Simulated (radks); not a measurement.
**The first electron to leave Lu⁺**

Lu⁺ stands in [Xe] 4f14 6s2. From which sub-shell is an electron easiest to take? Each removal is a run of its own. The parent's configuration is the lowest that an earlier search found at this level.

The numbers are computed with radks (a radial shooting solver on a logarithmic mesh, Libxc functionals) version 1 (scalar-relativistic Kohn-Sham, BLYP, spin-polarised, spherical densities, finite nucleus; open shells are filled with parallel spins first), except any that are marked as measured or tabulated.

3 further runs of the same task are left out: 3 set aside as unsound or not needed.

## (1) The atom as given

```
element            : lutetium (Z = 71)
charge             : +1
electrons          : 70
configuration      : [Xe] 4f14 6s2
nuclear rms radius : 5.37 fm
```

Outer shells as boxes (Hund's rule):

Lu⁺
```
[Xe] core
4f [↑↓][↑↓][↑↓][↑↓][↑↓][↑↓][↑↓]
6s [↑↓]
```

## (2) The parent, Lu⁺

From an earlier run at this level the parent has E = -14562.183541 hartree and these outer levels (eV):

```
level  occupation  energy (eV)
   3d          10      -1593.6
   4s           2      -493.98
   4p           6      -366.65
   4d          10      -200.47
   5s           2      -69.735
   5p           6      -40.214
   4f          14      -18.237
   6s           2      -10.983
```

## (3) Remove 6s: [Xe] 4f14 6s1

Settings of this run:

```text
Z 71
configuration [Xe] 4f14 6s1
relativity scalar-relativistic
functional b88,lyp
spin polarised
nucleus finite rms 5.37 fm
c 137.035999084
```

## (4) Remove 4f: [Xe] 4f13 6s2

Input: that of step 3 with these lines changed.

```diff
@@ -1,3 +1,3 @@
 Z 71
-configuration [Xe] 4f14 6s1
+configuration [Xe] 4f13 6s2
 relativity scalar-relativistic
```

## (5) Remove 5p: [Kr] 4d10 4f14 5s2 5p5 6s2

Settings of this run:

```text
Z 71
configuration [Kr] 4d10 4f14 5s2 5p5 6s2
relativity scalar-relativistic
functional b88,lyp
spin polarised
nucleus finite rms 5.37 fm
c 137.035999084
```

## (6) Remove 5s: [Kr] 4d10 4f14 5s1 5p6 6s2

Settings of this run:

```text
Z 71
configuration [Kr] 4d10 4f14 5s1 5p6 6s2
relativity scalar-relativistic
functional b88,lyp
spin polarised
nucleus finite rms 5.37 fm
c 137.035999084
```

## (7) Ion rearranged (move 6s to 6p after a removal): [Xe] 4f14 6p1

Settings of this run:

```text
Z 71
configuration [Xe] 4f14 6p1
relativity scalar-relativistic
functional b88,lyp
spin polarised
nucleus finite rms 5.37 fm
c 137.035999084
```

## (8) Ion rearranged (move 6s to 5d after a removal): [Xe] 4f14 5d1

Input: that of step 7 with these lines changed.

```diff
@@ -1,3 +1,3 @@
 Z 71
-configuration [Xe] 4f14 6p1
+configuration [Xe] 4f14 5d1
 relativity scalar-relativistic
```

Q: Predict the outcome of this session. Wanted: for each run, case; final configuration; Δ-SCF; −ε of the level emptied.

As calculated:

```
                                          case         final configuration  Δ-SCF (eV)  −ε of the level emptied (eV)
                                     remove 6s               [Xe] 4f14 6s1      14.125                        10.983
ion rearranged (move 6s to 5d after a removal)               [Xe] 4f14 5d1      15.404                             -
ion rearranged (move 6s to 6p after a removal)               [Xe] 4f14 6p1      19.586                             -
                                     remove 4f               [Xe] 4f13 6s2      27.357                        18.237
                                     remove 5p  [Kr] 4d10 4f14 5s2 5p5 6s2      46.584                        40.214
                                     remove 5s  [Kr] 4d10 4f14 5s1 5p6 6s2      76.816                        69.735
```

What this shows: Removal from 6s costs least (14.125 eV), ahead of 4f (27.357 eV). 6s is also the highest occupied level of the parent. NIST lists 14.13 eV (semi-empirical), between the same two configurations. 
